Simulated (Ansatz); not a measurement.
# AlGa2H (triplet): wave-function methods side by side at a displaced geometry (v1), cc-pVDZ

An exercise on one series of results from a longer session: the logs are not shown, and one member is left open.

Program: Ansatz 0.2.0, Gaussian basis. Level of theory: cc-pVDZ, core rule «outside noble gas», up to 33 orbitals frozen. These are calculated values, not measurements.

The runs, in order: UHF; CCSD(T) on ROHF; CCSD(T) on UHF; BCCD(T) on ROHF; CISD; CCSDT(Q) on ROHF; CCSDT(Q) on UHF.

31 further runs of the same task are left out: 2 for a known fault of the program, 17 that didn't finish, 12 set aside as unsound or not needed.

## The system

The geometry is a PBE0/def2-TZVP stationary point (not a proven minimum) with its atoms shifted at random (size 0.040 Å). No spin-orbit coupling is included. The filled d shell of Ga may be among the frozen orbitals whatever the setting's name suggests; the logs give the count.

4 atoms, charge 0, spin multiplicity 3.

Atoms are counted from 1 here; the program's logs count them from 0.

Bond lengths: Ga1–Al2 2.574 Å, Al2–Ga3 2.629 Å, Al2–H4 1.807 Å. Angles: Ga1–Al2–Ga3 72.4°, Ga1–Al2–H4 52.4°, Ga3–Al2–H4 50.9°.

The first run:

Input file in.yaml:

```yaml
crystal:
  periodic: [false, false, false]
  atoms:
    - {symbol: Ga, position_ang: [-0.023560, 0.321095, 1.533317]}
    - {symbol: Al, position_ang: [-0.042639, -1.756433, 0.013178]}
    - {symbol: Ga, position_ang: [0.023571, 0.364262, -1.538422]}
    - {symbol: H, position_ang: [1.140658, -0.390750, 0.000367]}
basis:
  gaussian: {orbitals: cc-pVDZ}
magnetization: {spin_polarized: true, initial_magnetization: 2}
hamiltonian: {xc: hf}
output: {orbitals: {seedname: orbitals}}
```

Run with:

```console
ansatz run in.yaml --threads 1 --pin off --events-out ev --progress --plain --max-ram 2393MiB
```

Steps of the session up to this table: UHF; CCSD(T) on ROHF; CCSD(T) on UHF; BCCD(T) on ROHF; CISD; CCSDT(Q) on ROHF; CCSDT(Q) on UHF.

One table of the session follows, with a row left open; its other results are not shown here.

```
   method  from UCCSDT(Q) (kcal/mol)
     ROHF                    +135.22
      UHF                    +129.46
     RMP2                     +30.38
     UMP2                     +32.94
    RCCSD                      +8.93
    UCCSD                      +8.55
 RCCSD(T)                      +1.91
 UCCSD(T)                      +1.90
  BCCD(T)                      +1.87
   RCCSDT                      +0.74
   UCCSDT                      +0.59
RCCSDT(Q)                          ?
UCCSDT(Q)                          0
```

Estimate the missing values for RCCSDT(Q).

**Answer.** from UCCSDT(Q) (kcal/mol): +0.15. In the column «from UCCSDT(Q) (kcal/mol)» it lies between UCCSDT(Q) (0) and UCCSDT (+0.59).

Not comparable, so not listed: CISD (they don't share determinant, frozen orbitals or solution with the rows shown, or repeat one).

To keep in mind: Restricted and unrestricted rows rest on different reference determinants; where their highest levels disagree by more than a few hundredths of an eV, they describe different states and don't form one ladder.
